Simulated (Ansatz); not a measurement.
# F3H3OSi2: the cost of one run

Method: RKS PBE/STO-3G, in Ansatz 0.2.0.

**1. The system as given**

Bond lengths: Si1–O2 1.680 Å, O2–Si3 1.680 Å, Si3–H4 1.460 Å, Si3–H5 1.460 Å, Si3–H6 1.460 Å, Si1–F7 1.590 Å, Si1–F8 1.589 Å, Si1–F9 1.589 Å. Angles: Si1–O2–Si3 125.0°, O2–Si1–F7 109.5°, O2–Si1–F8 109.5°, O2–Si1–F9 109.5°, F7–Si1–F8 109.5°, F7–Si1–F9 109.5°, F8–Si1–F9 109.5°, O2–Si3–H4 109.5°, O2–Si3–H5 109.5°, O2–Si3–H6 109.5°, H4–Si3–H5 109.4°, H4–Si3–H6 109.4°, H5–Si3–H6 109.4°.

Coordinates:

```xyz
9

Si    0.0000    0.0000    0.0000
O     0.0000    0.0000    1.6800
Si   -1.3147   -0.4067    2.6436
H    -2.2390   -1.2403    1.8804
H    -0.8506   -1.1432    3.8157
H    -1.9987    0.8095    3.0733
F     1.4994    0.0000   -0.5295
F    -0.7489    1.2974   -0.5295
F    -0.7489   -1.2974   -0.5295
```

**2. Preparing the start**

The input, input.yaml:

```yaml
crystal:
  periodic: [false, false, false]
  atoms:
    - { symbol: Si, position_ang: [0.0, 0.0, 0.0] }
    - { symbol: O, position_ang: [0.0, 0.0, 1.68] }
    - { symbol: Si, position_ang: [-1.3147, -0.4067, 2.6436] }
    - { symbol: H, position_ang: [-2.239, -1.2403, 1.8804] }
    - { symbol: H, position_ang: [-0.8506, -1.1432, 3.8157] }
    - { symbol: H, position_ang: [-1.9987, 0.8095, 3.0733] }
    - { symbol: F, position_ang: [1.4994, 0.0, -0.5295] }
    - { symbol: F, position_ang: [-0.7489, 1.2974, -0.5295] }
    - { symbol: F, position_ang: [-0.7489, -1.2974, -0.5295] }
basis:
  gaussian: { orbitals: STO-3G }
hamiltonian:
  xc: pbe
relax:
  f_tol: 0.02
  max_steps: 40
```

Launch:

```bash
$ ansatz run input.yaml --threads 1 --pin off --max-ram 2048MiB --backend cpu --events-out ev --progress --plain --runs-dir out
```

What time and memory should one allow on 1 thread of Arm Neoverse V2, shared host?

About 22 s, with a peak of 0.13 GiB.
